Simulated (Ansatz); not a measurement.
# TiSi2: the cost of one run

Method: DFT PBE, scalar-relativistic, plane waves, PAW, in Ansatz 0.2.0.

## (1) Starting point

Symmetry: Fddd, No. 70, orthorhombic system. The conventional cell has a = 4.773 Å, b = 8.236 Å, c = 8.523 Å, α = 90.00°, β = 90.00°, γ = 90.00°. Ti (site symmetry 222) has 10 Si at 2.54 to 2.75 Å as nearest neighbours. Around Si (site symmetry 2) lie 5 Ti at 2.54 to 2.75 Å and 5 Si at 2.54 to 2.75 Å.

Structure file:

```cif
data_structure
_symmetry_space_group_name_H-M 'Fddd:1'
_symmetry_Int_Tables_number 70
_cell_length_a 4.7730
_cell_length_b 8.2360
_cell_length_c 8.5230
_cell_angle_alpha 90.000
_cell_angle_beta 90.000
_cell_angle_gamma 90.000
_cell_volume 335.04
loop_
_atom_site_label
_atom_site_type_symbol
_atom_site_symmetry_multiplicity
_atom_site_Wyckoff_symbol
_atom_site_fract_x
_atom_site_fract_y
_atom_site_fract_z
_atom_site_occupancy
Ti1 Ti 8 b 0.75000 0.25000 0.25000 1
Si1 Si 16 f 0.75000 0.58300 0.25000 1
```

The structure rests on an entry of the Crystallography Open Database; cell or positions may have been set otherwise for this series.

## (2) Relaxing cell and atoms: TiSi2, no spin

Input file input.yaml:

```yaml
crystal:
  lattice:
    - [0.0, 4.118, 4.2615]
    - [2.3865, 0.0, 4.2615]
    - [2.3865, 4.118, 0.0]
  atoms:
    - { symbol: Ti, position: [0.75, 0.75, 0.75] }
    - { symbol: Ti, position: [0.5, 0.5, 0.5] }
    - { symbol: Si, position: [0.083, 0.417, 0.083] }
    - { symbol: Si, position: [0.417, 0.083, 0.417] }
    - { symbol: Si, position: [0.167, 0.833, 0.167] }
    - { symbol: Si, position: [0.833, 0.167, 0.833] }
scf:
  occupations: { method: methfessel_paxton, width: 0.1 }
output:
  forces: true
  stress: true
  eigenvalues: true
  write_density: true
  write_potential: true
  elf: true
  volumetric_format: npy
kpoints:
  mp_grid: { grid: [12, 12, 12] }
hamiltonian:
  xc: pbe
relax:
  f_tol: 0.01
  adjacent_minimum: "off"
  cell: { stress_tol: 0.05 }
```

On the command line:

```console
$ ansatz run input.yaml --threads 8 --pin off --max-ram 28672MiB --backend cpu --events-out ev --progress --plain --runs-dir out
```

What time and memory should one allow on 8 threads of AMD EPYC 7R43 (Zen 3), shared host?

About 26 s, with a peak of 0.9 GiB.
